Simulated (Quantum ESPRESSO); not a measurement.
Sn3Te under changes of volume

One of the cells (28.798 Å³/atom); the others are scaled copies at fixed shape and fractional positions:

```xyz
4
Lattice="4.8656 0.0000 0.0000 0.0000 4.8656 0.0000 0.0000 0.0000 4.8656" Properties=species:S:1:pos:R:3 pbc="T T T"
Te    0.0000    0.0000    0.0000
Sn    0.0000    2.4328    2.4328
Sn    2.4328    0.0000    2.4328
Sn    2.4328    2.4328    0.0000
```

The cell comes from a database or a generator and needn't be the stable form of this composition.

| Quantity | Value |
| --- | --- |
| Program | Quantum ESPRESSO 7.5 |
| Functional | PBEsol |
| Potentials or basis | GBRV 1.5 PBEsol |
| Cutoff | 925 eV |
| Density cutoff | 7401 eV |
| k mesh | 6 × 6 × 6 |
| Occupations | fermi-dirac, width 0.05 eV |
| Spin | no spin polarisation |

```csv
volume (Å³/atom),energy over the lowest point (meV/atom),pressure (GPa)
27.070,0.00,0.2
27.646,0.43,-0.8
28.222,4.40,-1.8
28.798,11.64,-2.6
29.373,21.80,-3.4
29.949,34.58,-4.0
30.525,?,?
```

What does the run at 30.525 Å³/atom give?

Energy over the lowest point 49.70 meV/atom; pressure -4.7 GPa.

Worked out: A Birch-Murnaghan fit of order 3 (a polynomial in V^(-2/3)) to the other rows has its minimum at 27.29 Å³/atom with B0 = V·E''(V) = 50 GPa and B' = 3.8. It gives 49.77 meV/atom at 30.525 Å³/atom, against the run's 49.70, and -dE/dV = -4.5 GPa, against -4.7.

Energies are extrapolated to zero smearing.
